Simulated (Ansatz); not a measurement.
# C2H2FSn radical: one species, many methods

Aim: compute C2H2FSn radical with functionals from several rungs and with coupled cluster. The yardstick is the atomisation energy at the CCSD(T) limit.

The runs use Ansatz 0.2.0, Gaussian basis; functionals in def2-TZVPP, the program's frozen cores in correlated methods.

Plan: LDA (SPW92), PBE-D4, revPBE-D4, BLYP-D4, r2SCAN-D4, B97M-V, PBE0-D4, B3LYP-D4, r2SCANh-D4, r2SCAN0-D4, HSE06-D4, BHLYP-D4, CAM-B3LYP-D4, LC-ωPBE, ωB97X-V, ωB97M-V, B2PLYP, PBE-QIDH; CCSD(T)/def2-SVP; CCSD(T)/def2-TZVPP; MP2/def2-QZVPP; extrapolation to the limit; RPA on PBE.

## Step 1: The geometry

All runs share one geometry, relaxed beforehand with PBE0-D4 in a triple-zeta def2 set. Sn takes the def2 core potential; no spin-orbit term is included.

SMILES `C#[C][SnH][F]`, 6 atoms, charge 0, spin multiplicity 2.

Atoms are counted from 1 here; the program's logs count them from 0.

Bond lengths: C1–C2 1.209 Å, C1–H5 1.067 Å, C2–Sn3 2.082 Å, Sn3–F4 1.927 Å, Sn3–H6 1.726 Å. Angles: C2–C1–H5 178.4°, C1–C2–Sn3 172.8°, C2–Sn3–F4 103.9°, C2–Sn3–H6 111.2°, F4–Sn3–H6 104.7°.

## Step 2: LDA

This LDA is Slater exchange with PW92 correlation.

in.yaml

```yaml
crystal:
  periodic: [false, false, false]
  atoms:
    - {symbol: C, position_ang: [-0.085585, 0.922765, -1.648026]}
    - {symbol: C, position_ang: [0.085718, 0.323798, -0.612451]}
    - {symbol: Sn, position_ang: [0.628740, -0.738432, 1.094209]}
    - {symbol: F, position_ang: [-0.628229, -2.198102, 1.151244]}
    - {symbol: H, position_ang: [-0.266314, 1.453558, -2.555375]}
    - {symbol: H, position_ang: [0.307871, 0.172312, 2.524300]}
basis:
  gaussian: {orbitals: def2-TZVPP}
magnetization: {spin_polarized: true, initial_magnetization: 1}
hamiltonian: {xc: lda}
output: {orbitals: {seedname: orbitals}}
```

Further steps of the session: PBE-D4 (GGA); revPBE-D4 (GGA); BLYP-D4 (GGA); r2SCAN-D4 (meta-GGA); B97M-V (meta-GGA); PBE0-D4 (hybrid); B3LYP-D4 (hybrid); r2SCANh-D4 (hybrid); r2SCAN0-D4 (hybrid); HSE06-D4 (hybrid); BHLYP-D4 (hybrid); CAM-B3LYP-D4 (range-separated); LC-ωPBE-D4 (range-separated); ωB97X-V (range-separated); ωB97M-V (range-separated); B2PLYP (double hybrid); PBE-QIDH (double hybrid); CCSD(T) in def2-SVP; CCSD(T) in def2-TZVPP; MP2 in def2-QZVPP; RPA on PBE orbitals.

Q: Predict the results of all the runs planned. Wanted: atomisation energy, CCSD(T)/CBS; farthest beyond LDA; mean size of error, GGA; mean size of error, meta-GGA; mean size of error, hybrid; mean size of error, range-separated; mean size of error, double hybrid; gap, smallest and largest; T1 diagnostic.

**Answer**, as computed:

```
                               quantity                                                                                                        value
        atomisation energy, CCSD(T)/CBS                                                                                                    22.436 eV
    functionals within 0.224 eV (1.0 %)  revPBE-D4, BLYP-D4, r2SCAN-D4, B97M-V, PBE0-D4, B3LYP-D4, HSE06-D4, CAM-B3LYP-D4, LC-ωPBE, ωB97X-V, ωB97M-V
                    farthest beyond LDA                                                                                         BHLYP-D4 (-1.203 eV)
                mean size of error, GGA                                                                                                     0.289 eV
           mean size of error, meta-GGA                                                                                                     0.082 eV
             mean size of error, hybrid                                                                                                     0.416 eV
    mean size of error, range-separated                                                                                                     0.093 eV
      mean size of error, double hybrid                                                                                                     0.299 eV
              gap, smallest and largest                                                                     0.79 eV (LDA (SPW92)), 7.90 eV (LC-ωPBE)
                          T1 diagnostic                                                                                                       0.0178
triples share of the correlation energy                                                                                                        3.8 %
```

In words: LDA overbinds by 3.697 eV (16 %). PBE-D4 is off by +0.704 eV. Double hybrids carry the basis error of their MP2 part in triple zeta, and no dispersion term here, so their miss is partly the set-up's. The rungs meta-GGA, range-separated miss on average by less than the doubt on the reference (0.224 eV), so they tie. The reference freezes the cores and leaves out spin-orbit coupling and excitations past (T), and its outer-core shells are covered unevenly, so misses under about 0.224 eV can't be ranked. All levels share the lack of spin-orbit coupling, which lowers the free heavy atoms and so the true binding. Hartree-Fock recovers 69 % of the binding; the rest is correlation. CCSD(T) in def2-SVP is off by -1.594 eV, which most functionals beat. Orbital gaps span 0.8 to 7.9 eV; exact exchange widens them. Correlated methods include outer-core shells of Sn, which these sets cover unevenly.
